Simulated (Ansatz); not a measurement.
# Rb2WCl6: the cost of one run

Program: Ansatz 0.2.0. Level of theory: DFT LDA+U (U = 4 eV, J = 0.7 eV on W d), plane waves, PAW, no spin–orbit coupling unless a run says so. These are calculated values, not measurements.

## Step 1: The structure to begin with

It takes space group Fm-3m (No. 225, cubic). Conventional cell: a = 9.957 Å, b = 9.957 Å, c = 9.957 Å, α = 90.00°, β = 90.00°, γ = 90.00°. Rb (site symmetry -43m) has 12 Cl at 3.52 Å as nearest neighbours. W (site symmetry m-3m) is surrounded by 6 Cl at 2.44 Å. Cl (site symmetry 4mm) has 1 W at 2.44 Å and 4 Rb at 3.52 Å as nearest neighbours.

As a file:

```
CELL_PARAMETERS angstrom
0.00000 4.97850 4.97850
4.97850 0.00000 4.97850
4.97850 4.97850 0.00000
ATOMIC_POSITIONS crystal
Rb 0.25000 0.25000 0.25000
Rb 0.75000 0.75000 0.75000
W 0.00000 0.00000 0.00000
Cl 0.75500 0.24500 0.24500
Cl 0.24500 0.75500 0.75500
Cl 0.24500 0.75500 0.24500
Cl 0.75500 0.24500 0.75500
Cl 0.24500 0.24500 0.75500
Cl 0.75500 0.75500 0.24500
```

Magnetic order typed: ferromagnetic.

## Step 2: From atoms, symmetry kept, no search

The input, input.yaml:

```yaml
crystal:
  lattice:
    - [0.0, 4.97850102, 4.97850102]
    - [4.97850102, 0.0, 4.97850102]
    - [4.97850102, 4.97850102, 0.0]
  atoms:
    - { symbol: Rb, position: [0.25, 0.25, 0.25] }
    - { symbol: Rb, position: [0.75, 0.75, 0.75] }
    - { symbol: W, position: [0.0, 0.0, 0.0], spin: 2.0 }
    - { symbol: Cl, position: [0.755, 0.245, 0.245] }
    - { symbol: Cl, position: [0.245, 0.755, 0.755] }
    - { symbol: Cl, position: [0.245, 0.755, 0.245] }
    - { symbol: Cl, position: [0.755, 0.245, 0.755] }
    - { symbol: Cl, position: [0.245, 0.245, 0.755] }
    - { symbol: Cl, position: [0.755, 0.755, 0.245] }
basis:
  ecutwfc: 420
  ecutrho_ratio: 4
kpoints:
  mp_grid: { grid: [4, 4, 4] }
hamiltonian:
  xc: lda
  hubbard: { sites: [{ site: 2, l: d, u: 4.0, j: 0.7 }] }
scf:
  occupations: { method: gaussian, width: 0.05 }
  lower_state_search: "off"
  max_iter: 150
output:
  forces: true
  stress: true
  eigenvalues: true
  populations: true
  hubbard: { sites: [{ site: 2, l: d }] }
magnetization:
  spin_polarized: true
```

Run with:

```console
> ansatz run input.yaml --threads 4 --pin off --max-ram 6144MiB --backend cpu --events-out ev --progress --plain --runs-dir out
```

Q: Estimate wall time and peak memory on 4 threads of Intel Xeon 6975P-C (Granite Rapids), shared host.

About 3.1 s, with a peak of 0.78 GiB.
